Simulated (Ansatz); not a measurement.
I need a ranking of polymorphs by energy of 2 structures of Cr3Ni. Use Ansatz's Python interface. Settings (first run): r2SCAN, PAW, cutoff 600 eV, Gaussian smearing of 0.05 eV, collinear spin.

Contents of `cr3ni_fm_3m.vasp`:
```text
Cr3Ni
1.0
   0.00000000    2.87993300    2.87993300
   2.87993300    0.00000000    2.87993300
   2.87993300    2.87993300    0.00000000
Cr Ni
3 1
Direct
   0.75000000    0.75000000    0.75000000
   0.25000000    0.25000000    0.25000000
   0.50000000    0.50000000    0.50000000
   0.00000000    0.00000000    0.00000000
```

The script reads `cr3ni_pm_3m.cif`:
```cif
data_Cr3Ni
_cell_length_a 3.569271
_cell_length_b 3.569271
_cell_length_c 3.569271
_cell_angle_alpha 90.00000
_cell_angle_beta 90.00000
_cell_angle_gamma 90.00000
_symmetry_space_group_name_H-M 'P 1'
_symmetry_Int_Tables_number 1
loop_
_symmetry_equiv_pos_as_xyz
'x, y, z'
loop_
_atom_site_label
_atom_site_type_symbol
_atom_site_fract_x
_atom_site_fract_y
_atom_site_fract_z
Cr1 Cr    0.000000    0.500000    0.500000
Cr2 Cr    0.500000    0.500000    0.000000
Cr3 Cr    0.500000    0.000000    0.500000
Ni4 Ni    0.000000    0.000000    0.000000
```

The script, `cr3ni_polymorphs.py`:
```python
'''Relative energies of Cr3Ni phases, after relaxing cells and atoms.'''

import warnings

import ansatz as az
from ase.io import read
import numpy as np
import pandas as pd
import spglib


def compute(name, crystal):
    calc = (
        crystal.calculation()
        .functional('r2scan')
        .basis(600)
        .kpoints(spacing=0.3)
        .occupations('gaussian', width=0.05)
        .spin('collinear')
        .stress()
        .band_table()
    )
    calc = calc.relax(force_tolerance=0.02, max_steps=60, cell=True)
    return calc.run()


def space_group(outcome):
    sites = outcome.report['lattice']['sites']
    kinds = sorted({site['symbol'] for site in sites})
    cell = (outcome.lattice.cell_ang, [site['position_frac'] for site in sites], [kinds.index(site['symbol']) for site in sites])
    return spglib.get_spacegroup(cell, symprec=0.01)


def volume_per_atom(outcome):
    return abs(np.linalg.det(outcome.lattice.cell_ang)) / len(outcome.lattice.sites)

warnings.simplefilter('ignore', az.DeckWarning)

phases = {}
atoms = read('cr3ni_fm_3m.vasp', format='vasp')
fm_3m = az.Crystal.from_ase(atoms).moments(Cr=3.0, Ni=1.5)
phases['Fm-3m'] = fm_3m
atoms = read('cr3ni_pm_3m.cif')
pm_3m = az.Crystal.from_ase(atoms).moments(Cr=3.0, Ni=1.5)
phases['Pm-3m'] = pm_3m

done = {}
for name, crystal in phases.items():
    try:
        done[name] = compute(name, crystal)
    except az.NonConvergedError as error:
        print(name, 'did not converge:', str(error)[:120])

energy = {name: o.report['energy_sigma0_ev'] / len(o.lattice.sites) for name, o in done.items()}
lowest = min(energy.values())
rows = [(name, len(o.lattice.sites), 1000 * (energy[name] - lowest), space_group(o), volume_per_atom(o), abs(o.report['magnetization_mub']) / len(o.lattice.sites)) for name, o in done.items()]
rows.sort(key=lambda row: row[2])
print(pd.DataFrame(rows, columns=['phase', 'atoms', 'dE (meV/atom)', 'space group', 'V (A^3/atom)', 'M (muB/atom)']).round(4).to_string(index=False))
print('lowest in energy:', rows[0][0])
```

```console
$ python cr3ni_polymorphs.py
RunWarning: the starting moments were not kept: 1 of 4 ended reversed and 3 kept their direction, counting a site from 0.1 μB. The largest reversed, site 2 (counted from 0, in the order of the report's site_moments_mub), started with +3.0 μB and closes at [...]
phase  atoms  dE (meV/atom) space group  V (A^3/atom)  M (muB/atom)
Fm-3m      4         0.0000 Fm-3m (225)       12.6264        1.0175
Pm-3m      4       275.9633 Pm-3m (221)       11.1344        0.2314
lowest in energy: Fm-3m
```
(Warnings from the package without file and line, shortened, repeats left out.)

By space group at the end of each run: Fm-3m (+0 meV an atom, 12.6 Å³) and Pm-3m (+276 meV an atom, 11.1 Å³).

Reading the output:
- The SCF didn't keep the moments it started from (some shrank, vanished or turned); what is printed is the state reached.
- r2SCAN tends to overestimate the moments of itinerant magnets.
- The cells come from databases of deposited and of computed structures, and not all need be stable phases.
- The ranking holds among these structures alone, at zero temperature; the ground state may be another structure. Magnetic phases start from parallel moments and may not end in their lowest magnetic state. Differences under about 40 meV an atom lie within the error of mesh and functional.
- The script silences the warnings on its input, which a real study should read.
- Finished in 3.7 min on 1 thread of Arm Neoverse V2, on a shared host, peak memory 0.81 GiB.

(Lines on the test bed's own set-up are left out of the output.)
